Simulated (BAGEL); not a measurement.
# SiNH2OF2 (SMILES N[Si]([O])(F)F): UHF/3-21G (density fitting with qzvpp-jkfit)

Aim: the vertical doublet–quartet gap of SiNH2OF2 at UHF/3-21G (density fitting with qzvpp-jkfit), from 2 runs. 

The results are computed with BAGEL 1.2.2.

3 further runs of the same task are left out: 2 that didn't finish, 1 set aside as unsound or not needed.

## (1) The molecule

The species is SiNH2OF2 (7 atoms), meant as a doublet with charge 0. As SMILES, `N[Si]([O])(F)F`. Geometry: relaxed at PBE0-D4/def2-TZVP. This is one conformer, not always the lowest.

Bond lengths: N1–Si2 1.698 Å, Si2–O3 1.614 Å, Si2–F4 1.576 Å, Si2–F5 1.576 Å, N1–H6 1.008 Å, N1–H7 1.008 Å. Angles: N1–Si2–O3 102.0°, N1–Si2–F4 110.2°, N1–Si2–F5 110.1°, O3–Si2–F4 113.7°, O3–Si2–F5 113.8°, F4–Si2–F5 107.0°, Si2–N1–H6 120.6°, Si2–N1–H7 120.6°, H6–N1–H7 112.1°.

## (2) The energy at UHF/3-21G (density fitting with qzvpp-jkfit)

Input file job.json:

```json
{ "bagel": [

{
  "title": "molecule",
  "basis": "3-21g",
  "df_basis": "qzvpp-jkfit",
  "angstrom": "true",
  "geometry": [
    { "atom": "N", "xyz": [   -0.337200,    0.616000,    0.733600 ] },
    { "atom": "Si", "xyz": [    0.308800,   -0.463400,   -0.406400 ] },
    { "atom": "O", "xyz": [   -0.535000,   -0.096500,   -1.732100 ] },
    { "atom": "F", "xyz": [    0.112100,   -1.949400,    0.079400 ] },
    { "atom": "F", "xyz": [    1.859900,   -0.230100,   -0.556400 ] },
    { "atom": "H", "xyz": [   -1.252500,    0.460700,    1.127000 ] },
    { "atom": "H", "xyz": [   -0.095000,    1.594500,    0.709100 ] }
  ]
},
{
  "title": "uhf",
  "nopen": 1
},
{
  "title": "print",
  "file": "orbitals.molden",
  "orbitals": "true"
}

]}
```

Launch:

```bash
$ BAGEL_NUM_THREADS=1 BAGEL job.json > job.out
```

Output:

```text
* using 1 threads per process

  ===============================================================
  ===============================================================

  *** Geometry ***

  { "atom" : "N", "xyz" : [     -0.637216,      1.164071,      1.386303 ] },
  { "atom" : "Si", "xyz" : [      0.583547,     -0.875699,     -0.767985 ] },
  { "atom" : "O", "xyz" : [     -1.011003,     -0.182359,     -3.273195 ] },
  { "atom" : "F", "xyz" : [      0.211838,     -3.683832,      0.150044 ] },
  { "atom" : "F", "xyz" : [      3.514702,     -0.434826,     -1.051444 ] },
  { "atom" : "H", "xyz" : [     -2.366882,      0.870597,      2.129721 ] },
  { "atom" : "H", "xyz" : [     -0.179524,      3.013168,      1.340005 ] },

  Number of auxiliary basis functions:      472

  Since a DF basis is specified, we compute 2- and 3-index integrals:
    o Being stored without compression. Storage requirement is 0.011 GB

  Number of basis functions:       53
  Number of electrons      :       49

    * METHOD: MOLECULE                             0.27

  *** Open-shell HF ***

  === Nuclear Repulsion ===
   256.2849075040

      * DIIS with orbital gradients will be used.

  === UHF iteration (3-21g) ===
      0       -614.73527319          0.06764569           0.11
      1       -614.87261128          0.05818439           0.11
      2       -614.93349985          0.04699341           0.11
      3       -615.07775268          0.00820704           0.11
      4       -615.09099037          0.00658015           0.11
      5       -615.10970565          0.00508827           0.11
      6       -615.12452298          0.00410019           0.11
      7       -615.12332245          0.00400320           0.11
      8       -615.12609856          0.00195244           0.11
      9       -615.12708061          0.00091166           0.11
     10       -615.12769239          0.00053326           0.12
     11       -615.12796795          0.00020731           0.11
     12       -615.12800181          0.00008424           0.12
     13       -615.12801272          0.00003587           0.11
     14       -615.12801689          0.00001287           0.11
     15       -615.12801805          0.00000387           0.11
     16       -615.12801830          0.00000134           0.11
     17       -615.12801833          0.00000084           0.11
     18       -615.12801834          0.00000039           0.11
     19       -615.12801834          0.00000021           0.11
     20       -615.12801834          0.00000014           0.11
     21       -615.12801834          0.00000011           0.11
     22       -615.12801834          0.00000010           0.11
     23       -615.12801834          0.00000009           0.11
     24       -615.12801834          0.00000008           0.11
     25       -615.12801834          0.00000007           0.11
     26       -615.12801834          0.00000007           0.11
     27       -615.12801834          0.00000006           0.11
     28       -615.12801834          0.00000005           0.12
     29       -615.12801834          0.00000004           0.12
     30       -615.12801834          0.00000003           0.12
     31       -615.12801834          0.00000002           0.12
     32       -615.12801834          0.00000002           0.11
     33       -615.12801834          0.00000002           0.12
     34       -615.12801834          0.00000001           0.11
     35       -615.12801834          0.00000001           0.12
     36       -615.12801834          0.00000001           0.12
     37       -615.12801834          0.00000001           0.12
     38       -615.12801834          0.00000001           0.11
     39       -615.12801834          0.00000001           0.12
    * SCF iteration converged.

    * S^2 (UHF) is 0.7536

    * Permanent dipole moment:
           (    0.546227,    -0.670292,    -0.306626) a.u.

    * METHOD: UHF                                  4.74

    * METHOD: PRINT                                0.02

  ===============================================================
```

Wall time 5.4 s (1 thread of Arm Neoverse N1, shared host); peak memory 0.082 GiB.

## (3) The quartet at the same level

Input file input.json:

```json
{ "bagel" : [

{
  "title" : "molecule",
  "basis" : "3-21g",
  "df_basis" : "qzvpp-jkfit",
  "angstrom" : true,
  "geometry" : [
    { "atom" : "N", "xyz" : [      -0.337200,       0.616000,       0.733600 ] },
    { "atom" : "Si", "xyz" : [       0.308800,      -0.463400,      -0.406400 ] },
    { "atom" : "O", "xyz" : [      -0.535000,      -0.096500,      -1.732100 ] },
    { "atom" : "F", "xyz" : [       0.112100,      -1.949400,       0.079400 ] },
    { "atom" : "F", "xyz" : [       1.859900,      -0.230100,      -0.556400 ] },
    { "atom" : "H", "xyz" : [      -1.252500,       0.460700,       1.127000 ] },
    { "atom" : "H", "xyz" : [      -0.095000,       1.594500,       0.709100 ] }
  ]
},

{
  "title" : "uhf",
  "nopen" : 3
},

{
  "title" : "print",
  "file" : "orbitals.molden",
  "orbitals" : true
}

]}
```

Launch:

```bash
$ BAGEL_NUM_THREADS=1 BAGEL input.json > input.out
```

Output:

```text
* using 1 threads per process

  ===============================================================
  ===============================================================

  *** Geometry ***

  { "atom" : "N", "xyz" : [     -0.637216,      1.164071,      1.386303 ] },
  { "atom" : "Si", "xyz" : [      0.583547,     -0.875699,     -0.767985 ] },
  { "atom" : "O", "xyz" : [     -1.011003,     -0.182359,     -3.273195 ] },
  { "atom" : "F", "xyz" : [      0.211838,     -3.683832,      0.150044 ] },
  { "atom" : "F", "xyz" : [      3.514702,     -0.434826,     -1.051444 ] },
  { "atom" : "H", "xyz" : [     -2.366882,      0.870597,      2.129721 ] },
  { "atom" : "H", "xyz" : [     -0.179524,      3.013168,      1.340005 ] },

  Number of auxiliary basis functions:      472

  Since a DF basis is specified, we compute 2- and 3-index integrals:
    o Being stored without compression. Storage requirement is 0.011 GB

  Number of basis functions:       53
  Number of electrons      :       49

    * METHOD: MOLECULE                             0.27

  *** Open-shell HF ***

  === Nuclear Repulsion ===
   256.2849075040

      * DIIS with orbital gradients will be used.

  === UHF iteration (3-21g) ===
      0       -614.64277118          0.05105521           0.11
      1       -614.78985787          0.03008606           0.11
      2       -614.82882584          0.01666919           0.11
      3       -614.84523618          0.00200187           0.11
      4       -614.84874343          0.00115367           0.11
      5       -614.85034682          0.00064416           0.11
      6       -614.85103099          0.00024378           0.11
      7       -614.85113728          0.00010303           0.11
      8       -614.85115698          0.00002300           0.11
      9       -614.85115762          0.00000997           0.11
     10       -614.85115771          0.00000401           0.11
     11       -614.85115774          0.00000192           0.11
     12       -614.85115774          0.00000106           0.11
     13       -614.85115774          0.00000055           0.11
     14       -614.85115774          0.00000041           0.11
     15       -614.85115774          0.00000036           0.11
     16       -614.85115774          0.00000035           0.11
     17       -614.85115774          0.00000034           0.11
     18       -614.85115774          0.00000034           0.11
     19       -614.85115774          0.00000034           0.11
     20       -614.85115774          0.00000034           0.11
     21       -614.85115774          0.00000034           0.11
     22       -614.85115774          0.00000034           0.11
     23       -614.85115775          0.00000033           0.11
     24       -614.85115775          0.00000033           0.11
     25       -614.85115775          0.00000032           0.11
     26       -614.85115775          0.00000030           0.11
     27       -614.85115777          0.00000025           0.11
     28       -614.85115778          0.00000020           0.11
     29       -614.85115778          0.00000016           0.11
     30       -614.85115778          0.00000011           0.11
     31       -614.85115778          0.00000008           0.11
     32       -614.85115778          0.00000006           0.11
     33       -614.85115778          0.00000003           0.11
     34       -614.85115778          0.00000002           0.11
     35       -614.85115778          0.00000002           0.11
     36       -614.85115778          0.00000001           0.11
     37       -614.85115778          0.00000001           0.11
     38       -614.85115778          0.00000001           0.11
     39       -614.85115778          0.00000001           0.11
     40       -614.85115778          0.00000001           0.11
    * SCF iteration converged.

    * S^2 (UHF) is 3.7572

    * Permanent dipole moment:
           (    0.268887,    -0.405932,    -0.350315) a.u.

    * METHOD: UHF                                  4.77

    * METHOD: PRINT                                0.01

  ===============================================================
```

Run time: 5.4 s. Hardware: 1 thread of Arm Neoverse N1, shared host; peak memory 0.082 GiB.

## (4) Results

At UHF/3-21G (density fitting with qzvpp-jkfit):

```
                                        quantity          value
                           doublet: total energy  -615.12802 Eh
                          doublet: dipole moment         2.33 D
                                   doublet: ⟨S²⟩          0.754
                           quartet: total energy  -614.85116 Eh
                          quartet: dipole moment         1.52 D
                                   quartet: ⟨S²⟩          3.757
vertical energy of the quartet above the doublet       7.534 eV
```

In words: At this shape the quartet lies 7.53 eV (174 kcal/mol) above the doublet.
